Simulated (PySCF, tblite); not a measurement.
# C4H11FSi: geometry, infrared bands and NMR shifts

What infrared bands and NMR shifts should C4H11FSi (`CC[SiH2][C@@H](C)F`) show?

The runs use tblite 0.8.0 and PySCF 2.14.0, with density-fitted response routines of our own; the level of theory stands in each step. All values are computed, except where a source is named. Atoms count from 0, in the outputs and in this text.

## Step 1: The starting structure

17 atoms, charge 0, multiplicity 1; geometry from: force field or distance geometry start.

Bonds of the start (Å): C0–C1 1.49, C1–Si2 1.87, Si2–C3 1.84, C3–C4 1.52, C3–F5 1.38, C0–H6 1.11, C0–H7 1.10, C0–H8 1.11, C1–H9 1.13, C1–H10 1.12, Si2–H11 1.47, Si2–H12 1.47, C3–H13 1.12, C4–H14 1.11, C4–H15 1.11, C4–H16 1.11.

## Step 2: Optimising the geometry with GFN2-xTB

What the job is given:

```
{"job": {"kind": "relax", "xc": "GFN2-xTB", "basis": "xTB"}, "charge": 0, "multiplicity": 1}
C     -2.609700    -0.154600    -0.076500
C     -1.245100    -0.560300     0.360600
Si     0.067800     0.240900    -0.707300
C      1.759400    -0.245100    -0.170800
C      2.142300     0.551300     1.063600
F      1.890000    -1.606300     0.033500
H     -3.431500    -0.706300     0.421800
H     -2.632500    -0.254500    -1.176300
H     -2.718200     0.926000     0.165300
H     -1.084200    -0.191400     1.416900
H     -1.173500    -1.672200     0.308500
H     -0.145200    -0.283700    -2.062600
H     -0.107700     1.702400    -0.675300
H      2.506800     0.017200    -0.958500
H      1.244900     0.722300     1.688400
H      2.951000     0.018200     1.602900
H      2.578600     1.508200     0.704400
```

Started as:

```sh
$ OMP_NUM_THREADS=1 python probes_run.py task.json out
```

This one command runs all jobs of the session in turn.

**Question.** This job is followed by: GFN2-xTB harmonic vibrations, gas phase; GIAO PBE0/pcSseg-1 NMR shielding, non-relativistic, gas phase. Predict these results of the whole session: strongest single infrared mode (GFN2-xTB); zero-point energy (GFN2-xTB); 13C shifts against TMS (PBE0/pcSseg-1); 1H shifts against TMS (PBE0/pcSseg-1, means over atoms taken as alike); 29Si shifts against TMS (PBE0/pcSseg-1); 19F shifts against CFCl3 (PBE0/pcSseg-1); surface potential, 1st and 99th percentile.

The runs gave:

| quantity | value |
| --- | --- |
| strongest single infrared mode (GFN2-xTB) | 2220 cm⁻¹, 337 km/mol |
| zero-point energy (GFN2-xTB) | 86.6 kcal/mol |
| 13C shifts against TMS (PBE0/pcSseg-1) | 87.1, 20.8, 10.9, 1.8 ppm |
| 1H shifts against TMS (PBE0/pcSseg-1, means over atoms taken as alike) | 5.05, 4.17, 3.89, 1.48, 1.18, 1.06, 0.92 ppm |
| 29Si shifts against TMS (PBE0/pcSseg-1) | -35.5 ppm |
| 19F shifts against CFCl3 (PBE0/pcSseg-1) | -245.1 ppm |
| surface potential, 1st and 99th percentile | -1.17 V and 0.86 V |

**Reading.** Over 117 steps the energy fell by 0.423 eV; of the close pairs, Si2–C3 changed most, 1.840 to 1.925 Å. No mode is imaginary among the 45: a minimum at this level. The strongest single mode, at 2220 cm⁻¹, moves mainly H12. GFN2-xTB is a fitted tight-binding method: band positions and strengths are rough. Its intensities can rank the bands wrongly. H13 (hydrogen on an sp3 CH bonded to F and Si) lies farthest downfield among hydrogen, at 5.05 ppm; its carbon carries F, an electronegative neighbour. At PBE0/pcSseg-1: The widest tensor belongs to C3: span 112 ppm, with a paramagnetic part of -149 ppm.
